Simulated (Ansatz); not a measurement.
# ZrB: the cost of one run

Method: DFT LDA, scalar-relativistic, plane waves, PAW, in Ansatz 0.2.0.

## 1. Starting point

Symmetry: Fm-3m, No. 225, cubic system. The conventional cell has a = 4.831 Å, b = 4.831 Å, c = 4.831 Å, α = 90.00°, β = 90.00°, γ = 90.00°. Around Zr (site symmetry m-3m) lie 6 B at 2.42 Å. B (site symmetry m-3m) has 6 Zr at 2.42 Å as nearest neighbours.

Coordinates:

```
CELL_PARAMETERS angstrom
0.00000 2.41539 2.41539
2.41539 0.00000 2.41539
2.41539 2.41539 0.00000
ATOMIC_POSITIONS crystal
Zr 0.00000 0.00000 0.00000
B 0.50000 0.50000 0.50000
```

It is the result of an earlier relaxation at this level (volume 14.09 Å³/atom; gap on the mesh: none (metal)).

## 2. The scan

The energy is mapped over two homogeneous strains (x along [1 0 0], y along [0 1 0], z along [0 0 1] of the conventional cell).

First coordinate, normal strain along x: 7 values from −7.00 %. Second coordinate, normal strain along z: 7 values from −11.0 %.

Nothing else is relaxed (symmetry fixes all fractional coordinates). Energies count from the relaxed crystal. Points are written as (first, second).

## 3. Grid point (−7.00 %, −3.7 %)

Input file input.yaml:

```yaml
crystal:
  lattice:
    - [0.0, 2.4153850465, 2.3267404153]
    - [2.2463080932, 0.0, 2.3267404153]
    - [2.2463080932, 2.4153850465, 0.0]
  atoms:
    - { symbol: Zr, position: [0.0, 0.0, 0.0] }
    - { symbol: B, position: [0.5, 0.5, 0.5] }
basis:
  ecutwfc: 520.0
kpoints:
  mp_grid: { grid: [16, 16, 16] }
hamiltonian:
  xc: lda
scf:
  occupations: { method: gaussian, width: 0.15 }
output:
  forces: true
  stress: true
  eigenvalues: true
```

Started as:

```console
$ ansatz run input.yaml --threads 1 --pin off --max-ram 2048MiB --backend cpu --events-out ev --progress --plain --runs-dir out
```

**Question.** How long does this run take on 1 thread of Arm Neoverse V1, shared host, and how much memory does it need?

About 14 s, with a peak of 0.51 GiB.
